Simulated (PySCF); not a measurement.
# GaH3 (SMILES [H][Ga]([H])[H]) at HF/pc-2

What is the vertical singlet–triplet gap of GaH3 at HF/pc-2? 

The results are computed with PySCF 2.14.0.

## (1) Starting point

GaH3: 4 atoms, total charge 0, spin state singlet. As SMILES, `[H][Ga]([H])[H]`. The shape comes from GFN2-xTB, which is rough for such elements, and wasn't checked as a minimum.

Bond lengths: Ga1–H2 1.567 Å, Ga1–H3 1.567 Å, Ga1–H4 1.566 Å. Angles: H2–Ga1–H3 120.0°, H2–Ga1–H4 120.0°, H3–Ga1–H4 120.0°.

## (2) The energy at HF/pc-2

Contents of geometry.xyz:

```xyz
4
GaH3
Ga    -0.000160     0.000060     0.001280
H      1.566090    -0.029140     0.013370
H     -0.757820     1.371010    -0.018620
H     -0.808110    -1.341930     0.003970
```

Contents of run.py:

```python
from pyscf import gto

mol = gto.Mole()
mol.atom = 'geometry.xyz'
mol.max_memory = 1860
mol.basis = 'pc-2'
mol.spin = 0
mol.verbose = 4
mol.charge = 0
mol.build()

calc0 = mol.RHF()
calc0.conv_tol = 1e-10
calc0.kernel()
if not calc0.converged:
    calc0 = calc0.newton().run(calc0.mo_coeff, calc0.mo_occ)

e_tot = calc0.e_tot
print(f'total energy: {e_tot:.8f} hartree')
```

The run is started by

```console
$ OMP_NUM_THREADS=1 python run.py
```

Standard output:

```text
PySCF version 2.14.0

[INPUT] num. atoms = 4
[INPUT] num. electrons = 34
[INPUT] charge = 0
[INPUT] spin (= nelec alpha-beta = 2S) = 0
[INPUT] symmetry False subgroup None
[INPUT] Mole.unit = angstrom
[INPUT] Symbol           X                Y                Z      unit          X                Y                Z       unit  Magmom
[INPUT]  1 Ga    -0.000160000000   0.000060000000   0.001280000000 AA   -0.000302356180   0.000113383567   0.002418849439 Bohr   0.0
[INPUT]  2 H      1.566090000000  -0.029140000000   0.013370000000 AA    2.959481186420  -0.055066619270   0.025265638285 Bohr   0.0
[INPUT]  3 H     -0.757820000000   1.371010000000  -0.018620000000 AA   -1.432072251718   2.590833414040  -0.035186700439 Bohr   0.0
[INPUT]  4 H     -0.808110000000  -1.341930000000   0.003970000000 AA   -1.527106578522  -2.535880178338   0.007502212715 Bohr   0.0

nuclear repulsion = 32.0012014105424
number of shells = 13
number of NR pGTOs = 158
number of NR cGTOs = 85
basis = pc-2
ecp = {}

******** <class 'pyscf.scf.hf.RHF'> ********
method = RHF
initial guess = minao
damping factor = 0
level_shift factor = 0
DIIS = <class 'pyscf.scf.diis.CDIIS'>
diis_start_cycle = 1
diis_space = 8
diis_damp = 0
SCF conv_tol = 1e-10
SCF conv_tol_grad = None
SCF max_cycles = 50
direct_scf = True
direct_scf_tol = 1e-13
Set gradient conv threshold to 1e-05
Initial guess from minao.
init E= -1924.15969261332
  HOMO = -0.322540414239157  LUMO = -0.00853078458592726  gap/eV = 8.54464
cycle= 1 E= -1924.95684652282  delta_E= -0.797  |g|= 0.251  |ddm|= 3.84
  HOMO = -0.438436882369363  LUMO = 0.0125769037917873  gap/eV = 12.27271
cycle= 2 E= -1924.97377298616  delta_E= -0.0169  |g|= 0.127  |ddm|= 0.343
  HOMO = -0.429507655058729  LUMO = 0.0216327874233713  gap/eV = 12.27616
cycle= 3 E= -1924.97601888701  delta_E= -0.00225  |g|= 0.022  |ddm|= 0.162
  HOMO = -0.428179760462925  LUMO = 0.0245011443424961  gap/eV = 12.31807
cycle= 4 E= -1924.97627620977  delta_E= -0.000257  |g|= 0.00324  |ddm|= 0.0539
  HOMO = -0.428619934193755  LUMO = 0.0241942873670862  gap/eV = 12.32170
cycle= 5 E= -1924.97627997753  delta_E= -3.77e-06  |g|= 0.000244  |ddm|= 0.00724
  HOMO = -0.428628553692407  LUMO = 0.0241853616942436  gap/eV = 12.32169
cycle= 6 E= -1924.97627999923  delta_E= -2.17e-08  |g|= 2.67e-05  |ddm|= 0.000625
  HOMO = -0.428625869023021  LUMO = 0.0241873148349878  gap/eV = 12.32167
cycle= 7 E= -1924.97627999965  delta_E= -4.18e-10  |g|= 4.24e-06  |ddm|= 7.62e-05
  HOMO = -0.428625592204635  LUMO = 0.0241876372851912  gap/eV = 12.32168
cycle= 8 E= -1924.97627999965  delta_E= -3.18e-12  |g|= 4.06e-07  |ddm|= 1.05e-05
  HOMO = -0.428625568259804  LUMO = 0.0241876586316394  gap/eV = 12.32168
Extra cycle  E= -1924.97627999965  delta_E= -4.09e-12  |g|= 1.3e-07  |ddm|= 5.83e-07
converged SCF energy = -1924.97627999965
total energy: -1924.97628000 hartree
```

Wall time 2.1 s (1 thread of Arm Neoverse V1, shared host); peak memory 0.18 GiB.

## (3) The triplet

Contents of calc.py:

```python
from pyscf import gto, scf

system = gto.M(
    atom='''
Ga  -0.000160   0.000060   0.001280
H    1.566090  -0.029140   0.013370
H   -0.757820   1.371010  -0.018620
H   -0.808110  -1.341930   0.003970
''',
    verbose=3,
    spin=2,
    basis='pc-2',
    max_memory=1860,
)

mf = scf.UHF(system)
mf.conv_tol = 1e-10
mf.kernel()
if not mf.converged:
    mf = mf.newton().run(mf.mo_coeff, mf.mo_occ)

e_tot = mf.e_tot
print('E(%s) = %.9f' % ('HF', e_tot))
```

The run is started by

```console
$ OMP_NUM_THREADS=1 python calc.py
```

Standard output:

```text
WARN: HOMO -0.00853078458592726 >= LUMO -0.322540414239157

converged SCF energy = -1924.79433389338  <S^2> = 2.0073648  2S+1 = 3.0049059
E(HF) = -1924.794333893
```

Run time: 3.3 s. Hardware: 1 thread of Arm Neoverse V1, shared host; peak memory 0.16 GiB.

## (4) Results

At HF/pc-2:

| quantity | value |
| --- | --- |
| singlet: total energy | -1924.97628 Eh |
| singlet: dipole moment | 0.01 D |
| singlet: HOMO energy | -11.66 eV |
| singlet: LUMO energy | 0.66 eV |
| singlet: HOMO–LUMO gap | 12.32 eV |
| triplet: total energy | -1924.79433 Eh |
| triplet: dipole moment | 2.23 D |
| triplet: HOMO energy (highest over α and β) | -6.09 eV |
| triplet: LUMO energy (lowest over α and β) | -3.12 eV |
| triplet: ⟨S²⟩ | 2.007 |
| vertical energy of the triplet above the singlet | 4.951 eV |

**Reading.** At this shape the triplet lies 4.95 eV (478 kJ/mol) above the singlet. Mulliken charges (singlet) run from -0.16 on H2 to +0.49 on Ga1; they depend strongly on the basis. Mulliken charges (triplet) run from -0.10 on H3 to +0.19 on H2; they depend strongly on the basis.
